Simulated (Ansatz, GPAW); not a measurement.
## A script for TiO$_{2}$ (GLLB-SC)

These are simulated results from GPAW 26.7.0, not measurements. The cell began as a measured structure and was relaxed with r2SCAN in plane waves (Ansatz 0.2.0). All runs are without spin polarisation.

The symmetry is P4_2/mnm (No. 136, tetragonal); conventional cell a = 4.597 Å, c = 2.954 Å, 10.40 Å³ an atom. Ti is surrounded by 6 O at 1.95–1.98 Å and 2 Ti at 2.95 Å; O is surrounded by 3 Ti at 1.95–1.98 Å.

GLLB-SC is a model potential. Its fundamental gap is the Kohn-Sham gap plus a derivative discontinuity, which the script evaluates at the band edges among the listed k points. Its total energy isn't variational and serves nothing here.

The script, run.py:

```python
import json
from ase import Atoms
from gpaw import GPAW, PW, FermiDirac

atoms = Atoms(['Ti', 'Ti', 'O', 'O', 'O', 'O'],
              cell=[[4.59684602, 0.0, 0.0], [0.0, 4.59684602, 0.0], [0.0, 0.0, 2.9535015]],
              scaled_positions=[[0.0, 0.0, 0.0], [0.5, 0.5, 0.5], [0.304643002, 0.304643002, 0.0], [0.195356998, 0.804643002, 0.5], [0.695356998, 0.695356998, 0.0], [0.804643002, 0.195356998, 0.5]],
              pbc=True)
calc = GPAW(mode=PW(400), xc='GLLBSC', kpts={'size': (4, 4, 6), 'gamma': True},
            occupations=FermiDirac(0.02), maxiter=100, legacy_gpaw=True, txt='gpaw.txt')
atoms.calc = calc
res = {'energy': atoms.get_potential_energy(force_consistent=True)}
res['electrons'] = calc.get_number_of_electrons()
res['k'] = calc.get_ibz_k_points().tolist()
res['levels'] = [calc.get_eigenvalues(kpt=i).tolist() for i in range(len(res['k']))]
points = [[0.0, 0.0, 0.0], [0.0, 0.5, 0.0], [0.5, 0.5, 0.0], [0.0, 0.0, 0.5], [0.0, 0.5, 0.5], [0.5, 0.5, 0.5]]
bands = calc.fixed_density(kpts=points, symmetry='off', nbands=round(res['electrons']) // 2 + 6, convergence={'bands': -2}, txt='bands.txt')
res['points'] = [bands.get_eigenvalues(kpt=i).tolist() for i in range(len(points))]
homo, lumo = bands.get_homo_lumo()
potential = calc.hamiltonian.xc.response.calculate_discontinuity_potential(homo, lumo)
res['discontinuity'] = bands.hamiltonian.xc.response.calculate_discontinuity(potential)
json.dump(res, open('results.json', 'w'))
print('free energy (eV):', round(res['energy'], 5))
```

Command: `python run.py`. It took 32 s on 1 thread of Arm Neoverse V2, with other jobs on the host, peak memory 0.2 GiB.

The log gpaw.txt, trimmed of paths, versions and times, then the last line on the terminal. An iter line gives the energy in eV and the logarithms of the changes of orbitals (plane waves alone) and density (c: converged):

```
___ ___ ___ _ _ _
 |   |   |_  | | | |

 | | | | | . | | | |

 |__ |  _|___|_____|  26.7.0
 |___|_|

Input parameters:
  kpts: {gamma: True,
         size: (4, 4, 6)}
  maxiter: 100
  mode: {ecut: 400.0,
         name: pw}
  occupations: {fixmagmom: False,
                name: fermi-dirac,
                width: 0.02}
  xc: GLLBSC

System changes: positions, numbers, cell, pbc, initial_charges, initial_magmoms

Initialize ...

species:
  Ti:
    name:    Titanium
    Z:       22.0
    valence: 12
    core:    10
    charge:  0.0  # [|e|]
    compensation charges:
      type: gauss
      rc: 0.38  # [Å]
      lmax: 2
    cutoffs:
      filter: 2.23  # [Å]
      core: 1.02  # [Å]
    projectors
    | kind |    occ | energy [eV] | rcut [Å] |

    |------|--------|-------------|----------|

    |   3s |  2.000 |     -63.580 |    1.270 |

    |   4s |  2.000 |      -5.548 |    1.270 |

    |   3p |  6.000 |     -39.642 |    1.058 |

    |   4p |  0.000 |      -2.267 |    1.058 |

    |   3d |  2.000 |      -4.692 |    1.058 |

    |    d |        |      22.520 |    1.058 |

    Using partial waves for Ti as LCAO basis

  O:
    name:    Oxygen
    Z:       8.0
    valence: 6
    core:    2
    charge:  0.0  # [|e|]
    compensation charges:
      type: gauss
      rc: 0.21  # [Å]
      lmax: 2
    cutoffs:
      filter: 1.17  # [Å]
      core: 0.83  # [Å]
    projectors
    | kind |    occ | energy [eV] | rcut [Å] |

    |------|--------|-------------|----------|

    |   2s |  2.000 |     -28.986 |    0.688 |

    |   2p |  4.000 |     -13.358 |    0.598 |

    |    s |        |      -1.774 |    0.688 |

    |    p |        |      13.853 |    0.598 |

    |    d |        |       0.000 |    0.619 |

    Using partial waves for O as LCAO basis

Reference energy: -54529.383870  # eV

Spin-paired calculation

Convergence criteria:
 Maximum [total energy] change in last 3 cyles: 0.0005 eV / valence electron
 Maximum integral of absolute [dens]ity change: 0.0001 electrons / valence electron
 Maximum integral of absolute [eigenst]ate change: 4e-08 eV^2 / valence electron
 Maximum number of scf [iter]ations: 100
 (Square brackets indicate name in SCF output, whereas a 'c' in
 the SCF output indicates the quantity has converged.)

Symmetries present (total): 8

  ( 1  0  0)  ( 1  0  0)  ( 0  1  0)  ( 0  1  0)  ( 0 -1  0)  ( 0 -1  0)
  ( 0  1  0)  ( 0  1  0)  ( 1  0  0)  ( 1  0  0)  (-1  0  0)  (-1  0  0)
  ( 0  0  1)  ( 0  0 -1)  ( 0  0  1)  ( 0  0 -1)  ( 0  0  1)  ( 0  0 -1)

  (-1  0  0)  (-1  0  0)
  ( 0 -1  0)  ( 0 -1  0)
  ( 0  0  1)  ( 0  0 -1)

96 k-points: 4 x 4 x 6 Monkhorst-Pack grid + [1/8,1/8,1/12]
28 k-points in the irreducible part of the Brillouin zone
       k-points in crystal coordinates                weights
   0:     0.00000000    0.00000000    0.00000000          1/96
   1:     0.00000000    0.00000000    0.16666667          2/96
   2:     0.00000000    0.00000000    0.33333333          2/96
   3:     0.00000000    0.00000000    0.50000000          1/96
   4:     0.25000000   -0.25000000    0.00000000          2/96
   5:     0.25000000   -0.25000000    0.16666667          4/96
   6:     0.25000000   -0.25000000    0.33333333          4/96
   7:     0.25000000   -0.25000000    0.50000000          2/96
   8:     0.25000000    0.00000000    0.00000000          4/96
   9:     0.25000000    0.00000000    0.16666667          8/96
          ...
  27:     0.50000000    0.50000000    0.50000000          1/96

Wave functions: Plane wave expansion
  Cutoff energy: 400.000 eV
  Number of coefficients (min, max): 1120, 1170
  Pulay-stress correction: 0.000000 eV/Ang^3 (de/decut=0.000000)
  Using FFTW library
  ScaLapack parameters: grid=1x1, blocksize=None
  Wavefunction extrapolation:
    Improved wavefunction reuse through dual PAW basis

Occupation numbers: Fermi-Dirac:
  width: 0.0200  # eV

Eigensolver
   Davidson(niter=2)

Densities:
  Coarse grid: 24*24*14 grid
  Fine grid: 48*48*28 grid
  Total Charge: 0.000000

Density mixing:
  Method: separate
  Backend: msr1
  Linear mixing parameter: 0.05
  old densities: 10
  Width of damping distribution: 1.1
  Damping of long wavelength oscillations: 20

Hamiltonian:
  XC and Coulomb potentials evaluated on a 48*48*28 grid
  Using the GLLBSC Exchange-Correlation functional
  External potential:
    NoExternalPotential

XC parameters: GLLBSC functional being used consists of
  -----------------------------------------------------------------------
  | Weight | Module     | Description                                   |

  -----------------------------------------------------------------------
  |  1.000 | SCREENING  | GGA_X_PBE_SOL with 2 nearest neighbor stencil |

  |  1.000 | RESPONSE   | eps=0.0500 eV                                 |

  |  1.000 | XC         | GGA_C_PBE_SOL with 2 nearest neighbor stencil |

  -----------------------------------------------------------------------

Memory estimate:
  Process memory now: 111.68 MiB
  Calculator: 29.66 MiB
    Density: 4.34 MiB
      Arrays: 1.60 MiB
      Localized functions: 1.51 MiB
      Mixer: 1.23 MiB
    Hamiltonian: 1.08 MiB
      Arrays: 1.05 MiB
      XC: 0.00 MiB
      Poisson: 0.00 MiB
      vbar: 0.04 MiB
    Wavefunctions: 24.24 MiB
      Arrays psit_nG: 16.50 MiB
      Eigensolver: 0.85 MiB
      Projections: 1.24 MiB
      Projectors: 4.85 MiB
      PW-descriptor: 0.81 MiB

Total number of cores used: 1

Number of atoms: 6
Number of atomic orbitals: 42
Number of bands in calculation: 33
Number of valence electrons: 48
Bands to converge: occupied

... initialized

Initializing position-dependent things.

Density initialized from atomic densities
Creating initial wave functions:
  33 bands from LCAO basis set

    .----------.
   /|          |

  / |          |

 *  | O Ti     |

 |  .-----O----.
 | /       O  /
 |/  O       /
 Ti---------*
Positions:
   0 Ti     0.000000    0.000000    0.000000    ( 0.0000,  0.0000,  0.0000)
   1 Ti     2.298423    2.298423    1.476751    ( 0.0000,  0.0000,  0.0000)
   2 O      1.400397    1.400397    0.000000    ( 0.0000,  0.0000,  0.0000)
   3 O      0.898026    3.698820    1.476751    ( 0.0000,  0.0000,  0.0000)
   4 O      3.196449    3.196449    0.000000    ( 0.0000,  0.0000,  0.0000)
   5 O      3.698820    0.898026    1.476751    ( 0.0000,  0.0000,  0.0000)

Unit cell:
           periodic     x           y           z      points  spacing
  1. axis:    yes    4.596846    0.000000    0.000000    24     0.1915
  2. axis:    yes    0.000000    4.596846    0.000000    24     0.1915
  3. axis:    yes    0.000000    0.000000    2.953501    14     0.2110

  Lengths:   4.596846   4.596846   2.953501
  Angles:   90.000000  90.000000  90.000000

Effective grid spacing dv^(1/3) = 0.1978

iter:   1   -68.436831
iter:   2   -64.186831   -1.04  -0.87
iter:   3   -46.141818   +0.49  -0.89
iter:   4   -46.536732   -0.71  -1.08
iter:   5   -49.853591   -0.59  -1.36
iter:   6   -46.311413   -1.34  -1.22
iter:   7   -45.006715   -1.01  -1.64
iter:   8   -45.182490   -1.97  -2.50
iter:   9   -45.312767   -3.27  -2.44
iter:  10   -45.343663   -3.88  -2.98
iter:  11   -45.293228   -4.56  -3.37
iter:  12   -45.312541   -5.26  -3.30
iter:  13   -45.318195   -5.44  -4.01c
iter:  14   -45.313628c  -6.68  -3.90
iter:  15   -45.310804c  -6.19  -4.28c
iter:  16   -45.311863c  -7.41c -4.61c

Converged after 16 iterations.

Energy contributions relative to reference atoms: (reference = -54529.383870)

Kinetic:        +20.140224
Potential:      -22.173819
External:        +0.000000
XC:             -43.573246
Entropy (-ST):   +0.000000
Local:           +0.294978
SIC:             +0.000000
--------------------------
Free energy:    -45.311863
Extrapolated:   -45.311863

GLLBSC response reference energy: 3.21112 eV (from HOMO)

Showing only first 2 kpts
 Kpt  Band  Eigenvalues  Occupancy
  0    22      2.76496    2.00000
  0    23      3.21099    2.00000
  0    24      6.31066    0.00000
  0    25      6.54423    0.00000

  1    22      2.41384    2.00000
  1    23      3.06427    2.00000
  1    24      6.74784    0.00000
  1    25      6.76447    0.00000

Fermi level: 5.41633

Gap: 3.100 eV
Transition (v -> c):
  (s=0, k=0, n=23, [0.00, 0.00, 0.00]) -> (s=0, k=0, n=24, [0.00, 0.00, 0.00])
No difference between direct/indirect transitions

free energy (eV): -45.31186
```

The gap in the log is over the mesh alone; results.json adds the listed points. GLLB-SC gives a gap of 3.84 eV (3.100 eV Kohn-Sham over the listed points plus 0.740 eV discontinuity). On the same cell, plane-wave PBE (Ansatz, 6×6×8 k points and the special points) gives a gap of 1.89 eV and r2SCAN a gap of 2.22 eV; on shared hosts these took about 4.7 and 14 core-seconds on the 6-atom cell, against 32 for the script. Semilocal gaps usually lie below measured ones.
